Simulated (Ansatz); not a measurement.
**Rb (diamond type): how the settings move a single-point run**

Aim: see which settings change the result for Rb (diamond type), by how much, and at what cost.

Program: Ansatz 0.2.0. Level of theory: reference: DFT, PBEsol, PAW with Ansatz's default frozen-core files, scalar-relativistic. These are calculated values, not measurements.

**1. The starting structure**

Symmetry: Fd-3m, No. 227, cubic system. The conventional cell has a = 9.408 Å, b = 9.408 Å, c = 9.408 Å, α = 90.00°, β = 90.00°, γ = 90.00°. Rb (site symmetry -43m) has 4 Rb at 4.07 Å in its first shell of neighbours.

As a file:

```
CELL_PARAMETERS angstrom
0.00000 4.70420 4.70420
4.70420 0.00000 4.70420
4.70420 4.70420 0.00000
ATOMIC_POSITIONS crystal
Rb 0.87500 0.87500 0.87500
Rb 0.12500 0.12500 0.12500
```

**2. Reference**

input.yaml

```yaml
crystal:
  lattice:
    - [0.0, 4.704198604, 4.704198604]
    - [4.704198604, 0.0, 4.704198604]
    - [4.704198604, 4.704198604, 0.0]
  atoms:
    - { symbol: Rb, position: [-0.125, -0.125, -0.125] }
    - { symbol: Rb, position: [0.125, 0.125, 0.125] }
kpoints:
  mp_grid: { grid: [8, 8, 8] }
scf:
  occupations: { method: fermi_dirac, width: 0.05 }
hamiltonian:
  xc: pbesol
  pseudopotentials: { kind: paw }
output:
  forces: true
  stress: true
  eigenvalues: true
  populations: true
  write_density: true
  write_potential: true
  elf: true
  volumetric_format: npy
```

Run with:

```bash
$ ansatz run input.yaml --threads 1 --pin off --max-ram 2048MiB --backend cpu --events-out ev --progress --plain --runs-dir out
```

**3. Variant: occupations.method tetrahedron_uncorrected, dr2_threshold 1.0e-09, width left out**

input.yaml, as its differences from that of step 2:

```diff
@@ -11,3 +11,4 @@
 scf:
-  occupations: { method: fermi_dirac, width: 0.05 }
+  occupations: { method: tetrahedron_uncorrected }
+  convergence: { dr2_threshold: 1.0e-09 }
 hamiltonian:
@@ -20,5 +21 @@
   populations: true
-  write_density: true
-  write_potential: true
-  elf: true
-  volumetric_format: npy
```

Q: Predict the outcome of this session. Wanted: for each run, ending; energy change; pressure; gap; force.

As calculated:

| run | ending | energy change | pressure (GPa) | gap (eV) | force (eV/Å) | cycles | time |
| --- | --- | --- | --- | --- | --- | --- | --- |
| reference | converged | 0 | 0.3 | 0.00 | 0.00 | 6 | 5.5 s |
| 1: occupations.method tetrahedron_uncorrected, dr2_threshold 1.0e-09, width left out | converged | +8.4 meV/atom (σ→0) | 0.4 | 0.00 | 0.00 | 8 | 4.7 s |

Times don't compare one to one where runs were asked for different outputs or read a saved state (see the inputs); cycles may leave out searches for a lower state.

Residual by cycle in the longest SCF loop of each run; runs are numbered as in the table. The quantity is the density residual dr2, in eV.

| cycle | reference | run 1 |
| --- | --- | --- |
| 1 | 0.013 | 0.00867 |
| 2 | 0.00111 | 0.00387 |
| 3 | 2.6e-4 | 8.5e-4 |
| 4 | 1.3e-5 | 3.3e-5 |
| 5 | 5.4e-7 | 7.0e-6 |
| 6 | 1.3e-8 | 3.2e-7 |
| 7 | - | 5.0e-9 |
| 8 | - | 9.9e-11 |

What this shows: Changing the smearing and convergence setting moves the energy by +8.4 meV/atom (σ→0 values).
